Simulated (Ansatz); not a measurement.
**GeC+ (doublet): from Hartree-Fock to the top rungs, 6-31G**

How much of the correlation energy of GeC+ (doublet) does each wave-function method recover here?

Program: Ansatz 0.2.0, Gaussian basis. Level of theory: 6-31G, core rule «outside noble gas», up to 15 orbitals frozen. These are calculated values, not measurements.

To be run: UHF; CCSD(T) on ROHF; CCSD(T) on UHF; BCCD(T) on ROHF; CISD; CCSDT(Q) on ROHF; CCSDT(Q) on UHF; CISDTQ; CASSCF and MRCISD+Q, 7 electrons in 8 orbitals; CASSCF and NEVPT2, 7 electrons in 8 orbitals; Full CI; Full CI in the symmetry of the determinant.

11 further runs of the same task are left out: 1 for a mislabelled method, 3 that didn't finish, 7 set aside as unsound or not needed.

### 1 What is computed

The geometry is a PBE0/def2-TZVP stationary point (not a proven minimum) of the parent state, kept for this charge and spin. No spin-orbit coupling is included. The filled d shell of Ge may be among the frozen orbitals whatever the setting's name suggests; the logs give the count.

2 atoms, charge 1, spin multiplicity 2.

Atoms are counted from 1 here; the program's logs count them from 0.

Bond lengths: Ge1–C2 1.913 Å.

### 2 UHF

in.yaml reads:

```yaml
crystal:
  periodic: [false, false, false]
  atoms:
    - {symbol: Ge, position_ang: [0.000000, 0.000000, 0.000000]}
    - {symbol: C, position_ang: [0.000000, 0.000000, 1.912799]}
basis:
  gaussian: {orbitals: 6-31G}
total_charge: 1
magnetization: {spin_polarized: true, initial_magnetization: 1}
hamiltonian: {xc: hf}
output: {orbitals: {seedname: orbitals}}
```

Run with:

```sh
$ ansatz run in.yaml --threads 1 --pin off --events-out ev --progress --plain --max-ram 2176MiB
```

Further steps of the session: CCSD(T) on ROHF; CCSD(T) on UHF; BCCD(T) on ROHF; CISD; CCSDT(Q) on ROHF; CCSDT(Q) on UHF; CISDTQ; CASSCF and MRCISD+Q, 7 electrons in 8 orbitals; CASSCF and NEVPT2, 7 electrons in 8 orbitals; Full CI; Full CI in the symmetry of the determinant.

**Question.** What will the summary of the whole plan be? Wanted: FCI below the RHF energy; RMP2 from FCI; RCCSD from FCI; RCCSD(T) from FCI; RCCSDT(Q) from FCI; T1 diagnostic; effectively unpaired electrons.

**Answer**, as computed:

```
                         quantity            value
         FCI below the RHF energy       -3.5891 eV
                    RMP2 from FCI  +33.24 kcal/mol
                   RCCSD from FCI   +8.39 kcal/mol
                RCCSD(T) from FCI   +2.14 kcal/mol
               RCCSDT(Q) from FCI   +0.14 kcal/mol
levels within 1 kcal/mol (43 meV)        RCCSDT(Q)
                    T1 diagnostic            0.082
   effectively unpaired electrons             1.90
```

RCCSD(T) lands +2.14 kcal/mol from the yardstick (2.6 % of the correlation energy). With 1.9 effectively unpaired electrons against 1 the state is strongly multireference. Coupled cluster on one determinant still stays close here. Coupled cluster took another determinant than the lowest Hartree-Fock one. These misses are within one basis, not against nature.
